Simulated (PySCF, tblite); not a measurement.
**C2H8O2SeSi2: geometry, infrared bands and NMR shifts**

Aim: predict the infrared bands and NMR shifts of C2H8O2SeSi2 (`C[Si@@H]1OCO[SiH2][Se]1`).

The runs use tblite 0.8.0 and PySCF 2.14.0, with density-fitted response routines of our own; the level of theory stands in each step. All values are computed, except where a source is named. Atoms are numbered from 0 throughout.

## 1. The molecule as given

15 atoms, charge 0, multiplicity 1; geometry from: force field or distance geometry start.

Bonds of the start (Å): C0–Si1 1.88, Si1–O2 1.72, O2–C3 1.42, C3–O4 1.40, O4–Si5 1.73, Si5–Se6 2.28, Se6–Si1 2.27, C0–H7 1.12, C0–H8 1.11, C0–H9 1.10, Si1–H10 1.48, C3–H11 1.11, C3–H12 1.14, Si5–H13 1.47, Si5–H14 1.47.

## 2. Relaxing the molecule with GFN2-xTB

Job settings and geometry (Å):

```
{"job": {"kind": "relax", "xc": "GFN2-xTB", "basis": "xTB"}, "charge": 0, "multiplicity": 1}
C      2.684600     0.215600     0.460000
Si     0.815200     0.032200     0.448000
O      0.353800    -0.935400    -0.900300
C     -1.034600    -1.215300    -0.833300
O     -1.802100    -0.186900    -1.388400
Si    -2.103500     1.043100    -0.214500
Se    -0.142600     2.085000     0.304100
H      2.988200     0.841600     1.333800
H      3.002800     0.710600    -0.476900
H      3.145600    -0.783100     0.537700
H      0.400400    -0.625900     1.707500
H     -1.209200    -2.128800    -1.444400
H     -1.381600    -1.534800     0.203800
H     -2.678600     0.450100     0.998700
H     -3.042800     2.040000    -0.757900
```

The run is started by

```
$ OMP_NUM_THREADS=1 python probes_run.py task.json out
```

One launch serves the whole session: the jobs run in the order shown.

**Question.** This job is followed by: GFN2-xTB harmonic vibrations, gas phase; GIAO PBE0/pcSseg-1 NMR shielding, non-relativistic, gas phase. What will the session give for the following? strongest single infrared mode (GFN2-xTB); zero-point energy (GFN2-xTB); 13C shifts against TMS (PBE0/pcSseg-1); 1H shifts against TMS (PBE0/pcSseg-1, means over atoms taken as alike); 29Si shifts against TMS (PBE0/pcSseg-1); 17O shifts against H2O (PBE0/pcSseg-1); 77Se shifts against Me2Se (PBE0/pcSseg-1); surface potential, 1st and 99th percentile.

The runs gave:

| quantity | value |
| --- | --- |
| strongest single infrared mode (GFN2-xTB) | 711 cm⁻¹, 363 km/mol |
| zero-point energy (GFN2-xTB) | 62.6 kcal/mol |
| 13C shifts against TMS (PBE0/pcSseg-1) | 87.8, 4.6 ppm |
| 1H shifts against TMS (PBE0/pcSseg-1, means over atoms taken as alike) | 6.21, 6.19, 5.63, 5.53, 5.49, 0.53 ppm |
| 29Si shifts against TMS (PBE0/pcSseg-1) | -2.2, -21.0 ppm |
| 17O shifts against H2O (PBE0/pcSseg-1) | 83.0, 69.2 ppm |
| 77Se shifts against Me2Se (PBE0/pcSseg-1) | -506 ppm |
| surface potential, 1st and 99th percentile | -0.98 V and 1.38 V |

**Reading.** Relaxing lowered the energy by 0.719 eV in 93 steps; the close pair that moved most is O4–Si5, from 1.727 to 1.626 Å. No mode is imaginary among the 39: a minimum at this level. The strongest single mode, at 711 cm⁻¹, is carried by H13, H14, H10. GFN2-xTB is a fitted tight-binding method: band positions and strengths are rough. Its intensities can rank the bands wrongly. At PBE0/pcSseg-1: Shielding is most anisotropic at Se6 (span 350 ppm, paramagnetic term -744 ppm). At PBE0/pcSseg-1, counted by nearest atom on the grid, the HOMO lies on Se6 80 %, the LUMO on Si5 19 %; H13, H14 about 13 % each. Spin-orbit coupling is left out, which matters for shieldings and couplings at and beside the heavy atoms.
